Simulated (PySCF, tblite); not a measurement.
# C₄H₉FOSi: geometry, infrared bands and NMR shifts

What infrared bands and NMR shifts should C₄H₉FOSi (`FCO[C@@H]1CC[SiH2]1`) show?

Programs: tblite 0.8.0 and PySCF 2.14.0, with density-fitted response routines of our own. Each step states its level of theory. These are calculated values for one molecule in the gas phase, unless marked as measured. Atoms are numbered from 0 throughout.

## 1. The starting structure

16 atoms, charge 0, multiplicity 1; geometry from: force field or distance geometry start.

Bonds of the start (Å): F0–C1 1.40, C1–O2 1.41, O2–C3 1.40, C3–C4 1.50, C4–C5 1.55, C5–Si6 1.87, Si6–C3 1.89, C1–H7 1.11, C1–H8 1.11, C3–H9 1.11, C4–H10 1.09, C4–H11 1.13, C5–H12 1.10, C5–H13 1.10, Si6–H14 1.45, Si6–H15 1.46.

## 2. Relaxing the molecule with GFN2-xTB

The job: settings as JSON, then the geometry in Å.

```
{"job": {"kind": "relax", "xc": "GFN2-xTB", "basis": "xTB"}, "charge": 0, "multiplicity": 1}
F      2.400800    -0.657200    -0.870100
C      2.377300    -0.064200     0.393900
O      1.140500    -0.424600     0.963500
C      0.189600     0.119800     0.094900
C     -1.011500     0.783700     0.694900
C     -1.694100     0.505800    -0.664400
Si    -1.001400    -1.223500    -0.480600
H      2.431200     1.035700     0.226000
H      3.221200    -0.468700     0.989600
H      0.656000     0.655300    -0.759000
H     -0.938500     1.834500     0.972300
H     -1.548500     0.165600     1.470400
H     -1.238700     1.089200    -1.481100
H     -2.789800     0.560500    -0.644000
H     -0.602000    -1.888400    -1.705000
H     -1.599600    -2.014500     0.589800
```

On the command line:

```bash
$ OMP_NUM_THREADS=1 python probes_run.py task.json out
```

One launch serves the whole session: the jobs run in the order shown.

**Question.** This job is followed by: GFN2-xTB harmonic vibrations, gas phase; GIAO PBE0/pcSseg-1 NMR shielding, non-relativistic, gas phase. Predict these results of the whole session: strongest single infrared mode (GFN2-xTB); zero-point energy (GFN2-xTB); ¹³C shifts against TMS (PBE0/pcSseg-1); ¹H shifts against TMS (PBE0/pcSseg-1); ¹⁹F shifts against CFCl3 (PBE0/pcSseg-1); ¹⁷O shifts against H2O (PBE0/pcSseg-1); ²⁹Si shifts against TMS (PBE0/pcSseg-1).

The runs gave:

| quantity | value |
| --- | --- |
| strongest single infrared mode (GFN2-xTB) | 2270 cm⁻¹, 336 km/mol |
| zero-point energy (GFN2-xTB) | 76.0 kcal/mol |
| ¹³C shifts against TMS (PBE0/pcSseg-1) | 108.8, 77.7, 31.8, 5.3 ppm |
| ¹H shifts against TMS (PBE0/pcSseg-1) | 5.76, 5.39, 4.85, 4.83, 3.99, 2.89, 2.63, 1.37, 1.27 ppm |
| ¹⁹F shifts against CFCl3 (PBE0/pcSseg-1) | -179.6 ppm |
| ¹⁷O shifts against H2O (PBE0/pcSseg-1) | 110.6 ppm |
| ²⁹Si shifts against TMS (PBE0/pcSseg-1) | -23.5 ppm |

In words: Over 137 steps the energy fell by 1.505 eV; of the close pairs, C1–O2 changed most, 1.409 to 1.350 Å. All 42 modes are real, so the xTB geometry is a minimum. The strongest single mode, at 2270 cm⁻¹, moves mainly H14. GFN2-xTB is a fitted tight-binding method: band positions and strengths are rough. Its intensities can rank the bands wrongly. At PBE0/pcSseg-1: The widest tensor belongs to F0: span 184 ppm, with a paramagnetic part of -125 ppm.
